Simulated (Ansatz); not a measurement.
# Li2RhN2 (P-3m1) in Ansatz: reference runs

Reference runs on Li2RhN2: the cell as given and a disturbed copy.

Everything below comes from runs of Ansatz 0.2.0. Logs are shortened: lines on timing, memory, paths and dates and some standing lists are left out, and cuts for length are marked.

### Step 1. The crystal as given

It takes space group P-3m1 (No. 164, trigonal). The conventional cell has a = 3.221 Å, b = 3.221 Å, c = 5.076 Å, α = 90.00°, β = 90.00°, γ = 120.00°. Rh (site symmetry -3m) is surrounded by 6 N at 2.14 Å. Around N (site symmetry 3m) lie 4 Li at 2.00 to 2.21 Å and 3 Rh at 2.14 Å. Around Li (site symmetry 3m) lie 4 N at 2.00 to 2.21 Å.

The cell comes from a database or a generator and needn't be the stable form of this composition.

### Step 2. Single point, PBE

input.yaml

```yaml
crystal:
  lattice:
    - [3.2214626416, 0.0, 0.0]
    - [-1.6107313208, 2.789868485, 0.0]
    - [0.0, 0.0, 5.0759660458]
  atoms:
    - { symbol: Rh, position: [0.0, 0.0, 0.0] }
    - { symbol: "N", position: [0.3333333333, 0.6666666667, 0.209308] }
    - { symbol: "N", position: [0.6666666667, 0.3333333333, 0.790692] }
    - { symbol: Li, position: [0.3333333333, 0.6666666667, 0.64551] }
    - { symbol: Li, position: [0.6666666667, 0.3333333333, 0.35449] }
hamiltonian:
  xc: pbe
  pseudopotentials: { kind: paw }
kpoints:
  mp_grid: { grid: [10, 10, 5] }
scf:
  occupations: { method: fermi_dirac, width: 0.05 }
output:
  forces: true
  stress: true
  eigenvalues: true
  write_density: true
  write_potential: true
  elf: true
  volumetric_format: npy
```

Potentials or basis: Ansatz PAW.

The run is started by

```sh
$ ansatz run input.yaml --threads 2 --pin off --max-ram 5120MiB --backend cpu --events-out ev --progress --plain --runs-dir out
```

Standard output:

```text
Warning: RAYON_NUM_THREADS=2 ignored (pool sized by the plan → 2); use --threads N
Engine: ansatz 0.2.0, x86_64-unknown-linux-gnu
Pseudopotentials: kind: paw
Pseudopotential: Rh, paw, valence charge 17, recommended cutoff 420 eV (normal), Rh.paw.azcp
Pseudopotential: N, paw, valence charge 5, recommended cutoff 420 eV (normal), N.paw.azcp
Pseudopotential: Li, paw, valence charge 3, recommended cutoff 420 eV (normal), Li.paw.azcp
Functional definition: PBE
  parameter kappa = 0.804
  parameter beta = 0.06672455060314922
  exchange = pbe_x(kappa = kappa, mu = beta*pi^2/3)
  correlation = pbe_c(beta = beta)
Crystal: 5 atoms, lattice volume = 45.620 Å³
Basis set: ecut = 420 eV, 905 PW (Γ), exchange–correlation on 48×48×72 points (8 copies of the dense FFT grid, shifted against one another)
Bands: 22, of which v1, the nominal top of the filled ones, is band 17 counted from 1 (16 counted from 0)
Symmetry: 12 space group operations
Space group: P-3m1 (ITA 164), of the structure as read, at distance tolerance 3.6e-5 Å
k-points: 58 of 500
Non-local potential: Rh, projectors of the file, l = 0: 3, l = 1: 2, l = 2: 2, l = 3: 1
Non-local potential: N, projectors of the file, l = 0: 2, l = 1: 2, l = 2: 1
Non-local potential: Li, projectors of the file, l = 0: 3, l = 1: 2, l = 2: 1
PAW form: soft (Blöchl's): semilocal exchange-correlation on the pseudo side does not see the compensation charge
PAW one-centre angular grid: Rh, 590 points (default); XC on 64 Gauss nodes
PAW one-centre angular grid: N, 110 points (default); XC on 64 Gauss nodes
PAW one-centre angular grid: Li, 110 points (default); XC on 64 Gauss nodes
Initial density: superposition of atomic densities (neutral atoms: chi_scale 0, normalization atom), corrected by the library's trained network
Initial wavefunctions: pseudopotential atomic-orbital guess
Functional: x = pbe(κ = 0.804, μ = 0.2195149727645171), c = pbe(β = 0.06672455060314922)
SCF iter   1: F=—  HF=-7580.581894 eV  |F-HF|=—  |Δ(HF+E_count)|=         —  Δρ=9.55e-3  dr2=2.89e-2  ethr=1.77e-3  ⟨swp⟩=5.9  Hψ=5476  notcnv=0
preconditioner: auto → Kerker (q_TF=auto, 2.585 Å⁻¹)  [metal: Δε(μ)=0.042 eV  Ē_g=10.547 eV  σ=0.050 eV  W_gap=0.21  n_scr=22 (ndim 8)  ℏωp=25.2 eV  f_vac=0.006  D(μ)=2.83/eV (n_scr^D=34)]
SCF iter   2: F=—  HF=-7580.579183 eV  |F-HF|=—  |Δ(HF+E_count)|=   2.71e-3  Δρ=4.24e-3  dr2=9.74e-3  ethr=8.75e-5  ⟨swp⟩=1.0  Hψ=1740  notcnv=0
SCF iter   3: F=—  HF=-7580.577748 eV  |F-HF|=—  |Δ(HF+E_count)|=   1.44e-3  Δρ=1.03e-3  dr2=1.23e-3  ethr=2.95e-5  ⟨swp⟩=1.5  Hψ=1597  notcnv=0
SCF iter   4: F=—  HF=-7580.577556 eV  |F-HF|=—  |Δ(HF+E_count)|=   1.92e-4  Δρ=4.52e-4  dr2=1.05e-4  ethr=3.74e-6  ⟨swp⟩=2.5  Hψ=1628  notcnv=0
SCF iter   5: F=—  HF=-7580.577550 eV  |F-HF|=—  |Δ(HF+E_count)|=   5.29e-6  Δρ=1.23e-4  dr2=1.15e-5  ethr=3.19e-7  ⟨swp⟩=2.3  Hψ=1694  notcnv=0
SCF iter   6: F=—  HF=-7580.577443 eV  |F-HF|=—  |Δ(HF+E_count)|=   1.07e-4  Δρ=5.46e-5  dr2=7.15e-7  ethr=3.50e-8  ⟨swp⟩=2.0  Hψ=1941  notcnv=0  defer=1
SCF iter   7: F=-7580.577444 eV  HF=-7580.577444 eV  |F-HF|=1.26e-8  |Δ(HF+E_count)|=   1.38e-7  Δρ=1.37e-5  dr2=4.31e-8  ethr=3.03e-10  ⟨swp⟩=11.8  Hψ=8236  notcnv=0
SCF 1 converged in 7 iterations: F = -7580.577444 eV  dr2 = 4.31e-8
SCF converged after 7 iterations
Free energy (F): -7580.577444 eV
Harris-Foulkes:  -7580.577444 eV  (|F-HF|=1.26e-8)
Internal energy: -7580.554163 eV  (E = F + TS)
E sigma→0 (E₀):  -7580.565803 eV
Entropy (-TS):   -0.023281 eV (-4.656 meV/atom)
Fermi energy:    10.774296 eV
--- Per-component energies (eV) ---
  E_band       = -368.657784
  E_kinetic    = 875.224032
  E_local      = -3168.418164  (includes V_loc(G=0)·N_el)
  E_nonlocal   = 378.586322
  E_hartree    = 1168.575216
  E_xc         = -363.533082
  E_vxc        = -459.015136  (∫ρ·V_xc dr)
  E_paw        = -3881.778409  (= ΣΔE_a)
  E_vpaw       = -332.185814  (= ΣTr[D̂ρ^β])
  E_aug_tail   = 0.001109  (compensation charges beyond the density's cutoff)
  E_ewald      = -2589.211188
  E_smearing   = -0.023281  (= −TS)
  E_closure    = 0.000000  (closes the sum)
  Σ components = -7580.577444   (vs F -7580.577444, Δ=0.00e0)
--- Forces (eV/Å), atoms counted from 1 ---
  atom   1  Rh     0.00000000    -0.00000000     0.00000000
  atom   2  N      0.00000000    -0.00000000    -0.06308066
  atom   3  N     -0.00000000     0.00000000     0.06308066
  atom   4  Li    -0.00000000     0.00000000     0.06230538
  atom   5  Li    -0.00000000    -0.00000000    -0.06230538
  max |Σ_I F_I| component: 1.85e-17 eV/Å
--- Stress (GPa, compression-positive) ---
       -2.948070       0.000000       0.000000
        0.000000      -2.948070       0.000000
       -0.000000       0.000000      -1.396890
  P = ⅓ Tr σ = -2.4310 GPa (-24.310 kbar)
--- Band table (eV; the first three rows and the last of 58) ---
  k-point 0: bands = ["-68.1450", "-36.0153", "-35.9838", "-35.9838", "-33.9983", "-33.8641", "-4.2396", "-2.2073", "4.7745", "5.4171", "5.4171", "8.6081", "8.6081", "9.9642", "9.9642", "10.1853", "10.3475", "13.7886", "13.7886", "15.5700", "18.5410", "20.1181"]
  k-point 1: bands = ["-68.1450", "-36.0156", "-35.9838", "-35.9838", "-33.9957", "-33.8664", "-4.2142", "-2.2780", "5.0489", "5.4285", "5.4285", "8.6013", "8.6013", "9.4076", "9.9002", "9.9002", "10.7690", "13.8949", "13.8949", "15.9515", "18.2763", "19.6271"]
  k-point 2: bands = ["-68.1449", "-36.0161", "-35.9837", "-35.9837", "-33.9913", "-33.8703", "-4.1699", "-2.3926", "5.4473", "5.4473", "5.6110", "8.5197", "8.5912", "8.5912", "9.7998", "9.7998", "10.9936", "14.0669", "14.0669", "16.7464", "17.8902", "18.6941"]
  k-point 57: bands = ["-68.1374", "-36.0593", "-36.0408", "-35.9946", "-33.9293", "-33.9127", "-2.8208", "-2.7850", "5.5124", "5.6165", "6.3150", "7.0469", "7.3598", "7.8357", "9.1312", "10.3122", "10.6465", "13.4166", "13.5217", "16.8926", "19.5035", "19.8631"]
```

Wall time 4.8 s (2 threads of Intel Xeon at 2.50GHz (Skylake/Cascade Lake), shared host); peak memory 0.38 GiB.

What came out:

```
Free energy            : -7580.5774 eV
Pressure               : -2.4 GPa
Largest force          : 0.063 eV/Å
Band gap on the k mesh : none (metal or under the smearing width)
```

Forces in eV/Å, atoms in the order of the input:
```
Rh   0.000  0.000  0.000
N    0.000  0.000 -0.063
N    0.000  0.000  0.063
Li   0.000  0.000  0.062
Li   0.000  0.000 -0.062
```

Levels at points of the mesh, in eV from the Fermi level:
```tsv
k point	band 13	band 14	band 15	band 16	band 17	band 18	band 19	band 20	band 21	band 22
(0.00, 0.00, 0.00)	-2.17	-0.81	-0.81	-0.59	-0.43	3.01	3.01	4.80	7.77	9.34
(0.00, -0.50, 0.00)	-2.51	-2.02	-1.52	-1.29	-0.51	2.59	3.14	6.68	8.52	10.23
```

Caveat: the pressure holds a Pulay correction of +0.4 GPa for the finite cutoff.

### Step 3. Single point, PBE (atoms moved at random, drawn with an rms of 0.05 Å)

input.yaml

```yaml
crystal:
  lattice:
    - [3.2214626416, 0.0, 0.0]
    - [-1.6107313208, 2.789868485, 0.0]
    - [0.0, 0.0, 5.0759660458]
  atoms:
    - { symbol: Rh, position: [0.012807, 0.010985, -0.011693] }
    - { symbol: "N", position: [0.345115, 0.688224, 0.208329] }
    - { symbol: "N", position: [0.698223, 0.355577, 0.79642] }
    - { symbol: Li, position: [0.338349, 0.665199, 0.645019] }
    - { symbol: Li, position: [0.659589, 0.343048, 0.362387] }
hamiltonian:
  xc: pbe
  pseudopotentials: { kind: paw }
kpoints:
  mp_grid: { grid: [10, 10, 5] }
scf:
  occupations: { method: fermi_dirac, width: 0.05 }
output:
  forces: true
  stress: true
  eigenvalues: true
  write_density: true
  write_potential: true
  elf: true
  volumetric_format: npy
```

Potentials or basis: Ansatz PAW.

The run is started by

```sh
$ ansatz run input.yaml --threads 2 --pin off --max-ram 5120MiB --backend cpu --events-out ev --progress --plain --runs-dir out
```

Standard output:

```text
Warning: RAYON_NUM_THREADS=2 ignored (pool sized by the plan → 2); use --threads N
[... 10 set-up lines as earlier in the session ...]
Crystal: 5 atoms, lattice volume = 45.620 Å³
[... 44 lines left out ...]
  E_smearing   = -0.023898  (= −TS)
  E_closure    = -0.000000  (closes the sum)
  Σ components = -7580.500960   (vs F -7580.500960, Δ=0.00e0)
--- Forces (eV/Å), atoms counted from 1 ---
  atom   1  Rh     0.17352898     0.37868015     0.92059986
  atom   2  N      0.03649045    -0.27434661     0.00521221
  atom   3  N     -0.53812641    -0.44024706    -0.43577234
  atom   4  Li     0.11686509     0.26174517    -0.04301870
  atom   5  Li     0.21124747     0.07417475    -0.44712239
  max |Σ_I F_I| component: 1.01e-4 eV/Å
--- Stress (GPa, compression-positive) ---
       -1.812838      -0.562872       1.022327
       -0.562872      -1.641855       0.166806
        1.022330       0.166814      -0.845459
  P = ⅓ Tr σ = -1.4334 GPa (-14.334 kbar)
--- Band table (eV; the first three rows and the last of 252) ---
  k-point 0: bands = ["-68.1209", "-35.9859", "-35.9807", "-35.9496", "-34.1035", "-33.8814", "-4.2855", "-2.1501", "4.7916", "5.2914", "5.3712", "8.5932", "8.6369", "10.0204", "10.0411", "10.1598", "10.5571", "13.8353", "14.0592", "15.5056", "18.5515", "20.1264"]
  k-point 1: bands = ["-68.1209", "-35.9860", "-35.9808", "-35.9496", "-34.1018", "-33.8827", "-4.2641", "-2.2145", "5.0516", "5.3014", "5.3848", "8.5862", "8.6283", "9.4245", "9.9693", "10.0624", "10.8631", "13.9351", "14.1623", "15.8767", "18.2890", "19.6497"]
  k-point 2: bands = ["-68.1208", "-35.9863", "-35.9810", "-35.9496", "-34.0990", "-33.8849", "-4.2273", "-2.3181", "5.3144", "5.3898", "5.5992", "8.5600", "8.5782", "8.6371", "9.8818", "9.9594", "11.0806", "14.0958", "14.3314", "16.6318", "17.8916", "18.7756"]
  k-point 251: bands = ["-68.1139", "-36.0783", "-35.9772", "-35.9639", "-34.0685", "-33.8983", "-3.1641", "-2.5124", "4.6705", "5.9010", "6.4680", "6.7884", "8.5940", "8.9568", "9.4145", "9.5584", "10.1849", "13.4639", "13.5419", "15.4792", "19.8140", "21.6780"]
```

v_z.tsv:

```text
# z_ang	v_es[eV]	v_tot[eV]
# format = ansatz-planar-average/11
# xc	pbe
# density_cutoff_ev	1680
# datasets	Rh=:simpson_from_first_knot:soft	N=:simpson_from_first_knot:soft	Li=:simpson_from_first_knot:soft
# lattice	3.221462642	0.000000000	0.000000000
# lattice	-1.610731321	2.789868485	0.000000000
# lattice	0.000000000	0.000000000	5.075966046
# sites	5
# site	45	0.023563388	0.030646705	-0.059353271
# site	7	0.003231127	1.920054448	1.057470930
# site	7	1.676560299	0.992013066	4.042600878
# site	3	0.018521799	1.855817726	3.274094543
# site	3	1.572283164	0.957058804	1.839464107
0.000000	-6.503863e0	-2.109714e1
0.140999	-5.321938e0	-1.965035e1
0.281998	-3.097545e0	-1.708329e1
0.422997	-5.366794e-1	-1.417503e1
0.563996	1.570006e0	-1.173371e1
0.704995	2.892449e0	-1.004010e1
[... 28 lines left out ...]
4.793968	-5.515771e0	-2.015048e1
4.934967	-6.543574e0	-2.122868e1
```

It took 28 s on 2 threads of Intel Xeon at 2.50GHz (Skylake/Cascade Lake), shared host; peak memory 0.56 GiB.

What came out:

```yaml
Free_energy: -7580.5010 eV
Pressure: -1.4 GPa
Largest_force: 1.010 eV/Å
Band_gap_on_the_k_mesh: none (metal or under the smearing width)
```

Forces on the atoms (eV/Å):
```
Rh   0.174  0.379  0.921
N    0.036 -0.274  0.005
N   -0.538 -0.440 -0.436
Li   0.117  0.262 -0.043
Li   0.211  0.074 -0.447
```

Stress tensor (GPa, compression positive):
```
-1.81 -0.56  1.02
-0.56 -1.64  0.17
 1.02  0.17 -0.85
```

Caveat: the pressure holds a Pulay correction of +0.4 GPa for the finite cutoff.
